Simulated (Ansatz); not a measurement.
**BH6NSi2: basis-set convergence**

An exercise on one series of results from a longer session: the logs are not shown, and one member is left open.

Method: one geometry, several basis sets; program: Ansatz 0.2.0, Gaussian basis.

Levels to be run: PBE0-D4/def2-SVP; ωB97M-V/def2-SVP; PBE0-D4/def2-QZVPP; ωB97M-V/def2-QZVPP; the functionals' def2-TZVPP values are taken from earlier runs.

## Structure used throughout

All runs share one geometry, relaxed beforehand with PBE0-D4 in a triple-zeta def2 set.

10 atoms, charge 0, spin multiplicity 1.

Atoms are counted from 1 here; the program's logs count them from 0.

Bond lengths: Si1–Si2 2.333 Å, Si1–H5 1.490 Å, Si1–H6 1.489 Å, Si1–H7 1.487 Å, Si2–B3 1.940 Å, Si2–N4 1.767 Å, Si2–H8 1.491 Å, B3–N4 1.373 Å, B3–H9 1.187 Å, N4–H10 1.008 Å. Angles: Si2–Si1–H5 112.0°, Si2–Si1–H6 109.8°, Si2–Si1–H7 109.4°, H5–Si1–H6 108.0°, H5–Si1–H7 108.6°, H6–Si1–H7 108.9°, Si1–Si2–B3 125.3°, Si1–Si2–N4 115.4°, Si1–Si2–H8 112.2°, B3–Si2–N4 43.2°, B3–Si2–H8 122.4°, N4–Si2–H8 113.8°, Si2–B3–N4 61.7°, Si2–B3–H9 161.2°, N4–B3–H9 137.1°, Si2–N4–B3 75.1°, Si2–N4–H10 146.7°, B3–N4–H10 138.1°.

Coordinates:

```
Si   -1.4174    0.8532   -0.8064
Si   -0.1409   -0.7426    0.3189
B     1.3744   -0.3602    1.4676
N     1.6090   -0.5807    0.1334
H    -1.4653    0.5966   -2.2731
H    -2.8138    0.8378   -0.2907
H    -0.8345    2.2029   -0.5797
H    -0.6431   -2.1277    0.0929
H     2.0178   -0.1160    2.4351
H     2.3970   -0.6147   -0.4950
```

The first run:

Input file in.yaml:

```yaml
crystal:
  periodic: [false, false, false]
  atoms:
    - {symbol: Si, position_ang: [-1.417372, 0.853242, -0.806393]}
    - {symbol: Si, position_ang: [-0.140907, -0.742570, 0.318918]}
    - {symbol: B, position_ang: [1.374443, -0.360196, 1.467599]}
    - {symbol: N, position_ang: [1.608966, -0.580698, 0.133379]}
    - {symbol: H, position_ang: [-1.465337, 0.596615, -2.273105]}
    - {symbol: H, position_ang: [-2.813842, 0.837793, -0.290652]}
    - {symbol: H, position_ang: [-0.834516, 2.202891, -0.579717]}
    - {symbol: H, position_ang: [-0.643073, -2.127674, 0.092947]}
    - {symbol: H, position_ang: [2.017774, -0.115951, 2.435061]}
    - {symbol: H, position_ang: [2.396963, -0.614654, -0.495037]}
basis:
  gaussian: {orbitals: def2-SVP}
hamiltonian: {xc: pbe0, dispersion: d4}
output: {orbitals: {seedname: orbitals}}
```

Run with:

```bash
$ ansatz run in.yaml --threads 2 --pin off --events-out ev --progress --plain --max-ram 4352MiB
```

Among the steps run: PBE0-D4 in def2-SVP; ωB97M-V in def2-SVP; PBE0-D4 in def2-QZVPP; ωB97M-V in def2-QZVPP.

One table of the session follows, with a row left open; its other results are not shown here.

It belongs to the step «Density functionals: the series». 

```
functional       basis  HOMO (eV)
   PBE0-D4    def2-SVP      -6.98
   PBE0-D4  def2-TZVPP      -6.97
   PBE0-D4  def2-QZVPP      -6.98
   ωB97M-V    def2-SVP          ?
   ωB97M-V  def2-TZVPP      -9.00
   ωB97M-V  def2-QZVPP      -9.01
```

**Question.** Estimate the row for ωB97M-V, def2-SVP.

**Answer.** HOMO (eV): -8.98. In the column «HOMO (eV)» it lies between ωB97M-V, def2-TZVPP (-9.00) and PBE0-D4, def2-SVP (-6.98).
